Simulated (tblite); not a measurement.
# C6H11ClO2Si: the cost of one run

Computed with tblite 0.8.0 and PySCF 2.14.0, with density-fitted response routines of our own, on a single molecule in the gas phase. Atoms are numbered from 0 throughout.

## Step 1: Starting geometry

21 atoms, charge 0, multiplicity 1; geometry from: force field or distance geometry start.

Bonds of the start (Å): C0–C1 1.47, C1–C2 1.51, C1–C3 1.33, C3–C4 1.47, C4–O5 1.26, C3–O6 1.39, O6–C7 1.43, C7–Si8 1.87, Si8–Cl9 2.08, C0–H10 1.10, C0–H11 1.12, C0–H12 1.13, C2–H13 1.11, C2–H14 1.09, C2–H15 1.12, C4–H16 1.09, C7–H17 1.10, C7–H18 1.11, Si8–H19 1.46, Si8–H20 1.47.

## Step 2: Geometry optimisation with GFN2-xTB

The job: settings as JSON, then the geometry in Å.

```
{"job": {"kind": "relax", "xc": "GFN2-xTB", "basis": "xTB"}, "charge": 0, "multiplicity": 1}
C     -2.815300    -0.020900    -0.088500
C     -1.411400     0.411200     0.041400
C     -1.161700     1.618600     0.907800
C     -0.413900    -0.234600    -0.546400
C     -0.678100    -1.433800    -1.361900
O     -1.835600    -1.882100    -1.560000
O      0.918500     0.132500    -0.431100
C      1.794800    -0.749400     0.268900
Si     3.487600     0.045300     0.225000
Cl     3.357300     1.810600    -0.871600
H     -2.998000    -1.036800     0.291400
H     -3.091700     0.048400    -1.173000
H     -3.469500     0.683700     0.502800
H     -2.040900     2.285100     0.772200
H     -0.216400     2.118900     0.709000
H     -1.116600     1.230300     1.958000
H      0.160700    -1.940200    -1.836700
H      1.384700    -0.862200     1.283300
H      1.801100    -1.759400    -0.193100
H      4.416100    -0.827100    -0.492500
H      3.919400     0.378800     1.594300
```

Run with:

```bash
OMP_NUM_THREADS=1 python probes_run.py task.json out
```

One launch serves the whole session: the jobs run in the order shown.

**Question.** How long does this first job take on 1 thread of Arm Neoverse V1, shared host, and how much memory does it need?

About 2.1 s, with a peak of 0.18 GiB.
